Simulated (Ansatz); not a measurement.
# CH3AlFN: small, medium and large basis sets

One table from this session's results is given with a row withheld; the runs are named, their logs left out.

Program: Ansatz 0.2.0, Gaussian basis. Level of theory: one geometry, several basis sets. These are calculated values, not measurements.

The runs, in order: PBE0-D4/def2-SVP; ωB97M-V/def2-SVP; PBE0-D4/def2-QZVPP; ωB97M-V/def2-QZVPP; the functionals' def2-TZVPP values are taken from earlier runs.

1 further run of the same task is left out (it didn't finish).

## The geometry

All runs share one geometry, relaxed beforehand with PBE0-D4 in a triple-zeta def2 set.

7 atoms, charge 0, spin multiplicity 1.

Atoms are counted from 1 here; the program's logs count them from 0.

Bond lengths: N1–C2 1.254 Å, N1–H5 1.018 Å, C2–F3 1.354 Å, C2–Al4 1.989 Å, Al4–H6 1.578 Å, Al4–H7 1.582 Å. Angles: C2–N1–H5 110.4°, N1–C2–F3 115.8°, N1–C2–Al4 128.2°, F3–C2–Al4 116.0°, C2–Al4–H6 122.0°, C2–Al4–H7 113.3°, H6–Al4–H7 124.7°.

The first run:

in.yaml reads:

```yaml
crystal:
  periodic: [false, false, false]
  atoms:
    - {symbol: N, position_ang: [0.153494, -1.769365, 0.062700]}
    - {symbol: C, position_ang: [0.346683, -0.615618, 0.513806]}
    - {symbol: F, position_ang: [1.022850, -0.545675, 1.685353]}
    - {symbol: Al, position_ang: [-0.214069, 1.122095, -0.274455]}
    - {symbol: H, position_ang: [-0.359130, -1.726209, -0.815370]}
    - {symbol: H, position_ang: [0.113327, 2.500253, 0.420229]}
    - {symbol: H, position_ang: [-1.001854, 0.966520, -1.637863]}
basis:
  gaussian: {orbitals: def2-SVP}
hamiltonian: {xc: pbe0, dispersion: d4}
output: {orbitals: {seedname: orbitals}}
```

Steps of the session up to this table: PBE0-D4 in def2-SVP; ωB97M-V in def2-SVP; PBE0-D4 in def2-QZVPP; ωB97M-V in def2-QZVPP.

One table of the session follows, with a row left open; its other results are not shown here.

It belongs to the step «Functionals by basis». 

| functional | basis | HOMO (eV) | LUMO (eV) |
| --- | --- | --- | --- |
| PBE0-D4 | def2-SVP | -7.67 | -2.37 |
| PBE0-D4 | def2-TZVPP | -7.87 | -2.42 |
| PBE0-D4 | def2-QZVPP | -7.91 | -2.44 |
| ωB97M-V | def2-SVP | -9.95 | -0.59 |
| ωB97M-V | def2-TZVPP | ? | ? |
| ωB97M-V | def2-QZVPP | -10.23 | -0.79 |

**Question.** Estimate the row for ωB97M-V, def2-TZVPP.

**Answer.** HOMO (eV): -10.19; LUMO (eV): -0.71. In the column «HOMO (eV)» it lies between ωB97M-V, def2-QZVPP (-10.23) and ωB97M-V, def2-SVP (-9.95).
